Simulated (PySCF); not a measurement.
# The bond of InN−, level by level

The task here is to estimate one member of a computed series from the others.

Method: In def2-TZVPPD with ECP28, N def2-TZVPPD, scalar-relativistic core potentials; program: PySCF 2.14.0.

3 further runs of the same task are left out: 3 set aside as unsound or not needed.

The first run:

The job is set up so:

- atoms: In, N
- charge: -1
- basis: In def2-TZVPPD with ECP28, N def2-TZVPPD
- Hamiltonian: scalar-relativistic core potentials
- basis functions: 93
- electrons treated: 29
- masses in u: 114.9039, 14.0031
- levels: PBE0, PBE, r²SCAN, M06-2X, BLYP, LDA, PW91, r²SCANh, CAM-B3LYP, MP2, SCS-MP2, CCSD, CCSD(T)
- grid: 80 radial by 434 angular points
- occupations: held fixed by the projection of orbital angular momentum
- dissociation limit: In− + N, each in its ground configuration
- starting distance in angstrom: 2.145
- values of 2S to try: 1, 3, 5

Command:

```bash
OMP_NUM_THREADS=2 python dia.py task.json out
```

Steps of the session up to this table: The job; First curve: PBE0; Other states along the same grid; PBE (GGA); r²SCAN; M06-2X (hybrid meta-GGA); BLYP (GGA); LDA; PW91 (GGA); r²SCANh (hybrid meta-GGA); CAM-B3LYP (range-separated hybrid); Correlated methods on the Hartree–Fock reference.

One table of the session follows, with a row left open; its other results are not shown here.

It belongs to the step «The curves together». Energy (eV) from each level's lowest point:

| R (Å) | ROHF-MP2 | ROHF-SCS-MP2 | ROHF-CCSD | ROHF-CCSD(T) | LDA |
| --- | --- | --- | --- | --- | --- |
| 1.756 | 1.055 | 1.082 | n/a | n/a | 0.897 |
| 1.838 | 0.469 | 0.485 | 0.446 | 0.507 | 0.372 |
| 1.919 | 0.149 | 0.157 | 0.131 | 0.171 | 0.099 |
| 1.981 | ? | ? | ? | ? | ? |
| 2.042 | 0.000 | 0.000 | 0.000 | 0.000 | 0.000 |
| 2.103 | 0.024 | 0.021 | 0.036 | 0.014 | 0.043 |
| 2.185 | 0.122 | 0.116 | 0.149 | 0.096 | 0.160 |
| 2.287 | 0.314 | 0.306 | 0.359 | 0.263 | 0.368 |
| 2.410 | 0.610 | 0.598 | 0.654 | 0.505 | 0.660 |
| 2.573 | 1.217 | 1.185 | n/a | n/a | 1.053 |

**Question.** Estimate the row for R (Å) = 1.981.

Worked estimate for «ROHF-MP2». A straight line through the neighbours (1.919, 0.149) and (2.042, 0.000) gives 0.149 + (0.000 − 0.149) × (1.981 − 1.919) / (2.042 − 1.919) = 0.074; a parabola fitted to 4 rows on both sides gives 0.029.

As computed: ROHF-MP2: 0.035; ROHF-SCS-MP2: 0.039; ROHF-CCSD: 0.025; ROHF-CCSD(T): 0.046; LDA: 0.012. In «ROHF-MP2» the line misses by +0.039 and the parabola by -0.006.

Caveats from the session: At some levels the lowest empty orbital lies below the highest filled one (the two can be of opposite spin).
